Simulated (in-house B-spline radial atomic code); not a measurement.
# As⁶⁺: excited configurations

Wanted: excitation energies of As⁶⁺ as differences of total energies (ΔSCF).

Program: in-house B-spline radial atomic code version 1. Level of theory: non-relativistic revTPSS, spin-polarised, spherical fractional occupations, point nucleus, basis-set limit. These are calculated values, not measurements, unless marked.

## Step 1: The atom as given

| Quantity | Value |
| --- | --- |
| element | arsenic (Z = 33) |
| charge | +6 |
| electrons | 27 |
| configuration | [Ar] 3d9 |
| Hamiltonian | non-relativistic |
| nucleus | point |

The outer shells:

[Ar] 3d9
```
[Ar] core
3d [↑↓][↑↓][↑↓][↑↓][↑ ]
```

Where spins are not typed, each open shell is filled with up spins first.

## Step 2: The reference configuration

Input settings:

```ini
Z = 33
electrons = 27.0
configuration = [Ar] 3d9
hamiltonian = nr
method = revtpss,revtpss
spin_polarised = True
```

## Step 3: Configuration [Ne] 3s2 3p5 3d9 4s1

Input settings:

```ini
Z = 33
electrons = 27.0
configuration = [Ne] 3s2 3p5 3d9 4s1
hamiltonian = nr
method = revtpss,revtpss
spin_polarised = True
```

## Step 4: Configuration [Ar] 3d8 4s1

Input settings:

```ini
Z = 33
electrons = 27.0
configuration = [Ar] 3d8 4s1
hamiltonian = nr
method = revtpss,revtpss
spin_polarised = True
```

## Step 5: Run with [Ne] 3s2 3p5 3d10

Input settings:

```ini
Z = 33
electrons = 27.0
configuration = [Ne] 3s2 3p5 3d10
hamiltonian = nr
method = revtpss,revtpss
spin_polarised = True
```

## Step 6: Configuration [Ar] 3d8 4f1

Input settings:

```ini
Z = 33
electrons = 27.0
configuration = [Ar] 3d8 4f1
hamiltonian = nr
method = revtpss,revtpss
spin_polarised = True
```

## Step 7: Run with [Ne] 3s2 3p5 3d9 4f1

Input settings:

```ini
Z = 33
electrons = 27.0
configuration = [Ne] 3s2 3p5 3d9 4f1
hamiltonian = nr
method = revtpss,revtpss
spin_polarised = True
```

## Step 8: [Ar] 3d8 4p1

Input settings:

```ini
Z = 33
electrons = 27.0
configuration = [Ar] 3d8 4p1
hamiltonian = nr
method = revtpss,revtpss
spin_polarised = True
```

## Step 9: [Ne] 3s2 3p5 3d9 4d1

Input settings:

```ini
Z = 33
electrons = 27.0
configuration = [Ne] 3s2 3p5 3d9 4d1
hamiltonian = nr
method = revtpss,revtpss
spin_polarised = True
```

**Question.** How far above the reference does each configuration lie (order and size, in eV)?

**Answer**, as computed:

| net move | configuration | 2|M_S|+1 | energy above the reference (eV) | largest <r> (bohr) |
| --- | --- | --- | --- | --- |
| 3d → 4s | [Ar] 3d8 4s1 | 4 | 53.274 | 1.50 |
| 3d → 4p | [Ar] 3d8 4p1 | 4 | 67.610 | 1.63 |
| 3p → 3d | [Ne] 3s2 3p5 3d10 | 2 | 92.203 | 0.634 |
| 3d → 4f | [Ar] 3d8 4f1 | 4 | 108.19 | 2.43 |
| 3p → 4s | [Ne] 3s2 3p5 3d9 4s1 | 4 | 145.65 | 1.50 |
| 3p → 4d | [Ne] 3s2 3p5 3d9 4d1 | 4 | 182.20 | 1.94 |
| 3p → 4f | [Ne] 3s2 3p5 3d9 4f1 | 4 | 200.64 | 2.43 |

What this shows: The energies run from 53.274 eV (3d → 4s) to 200.64 eV (3p → 4f). The reference has 2|M_S|+1 = 2; 6 of the configurations differ from it in spin. These are spherical averages at the typed spins, not spectroscopic levels.
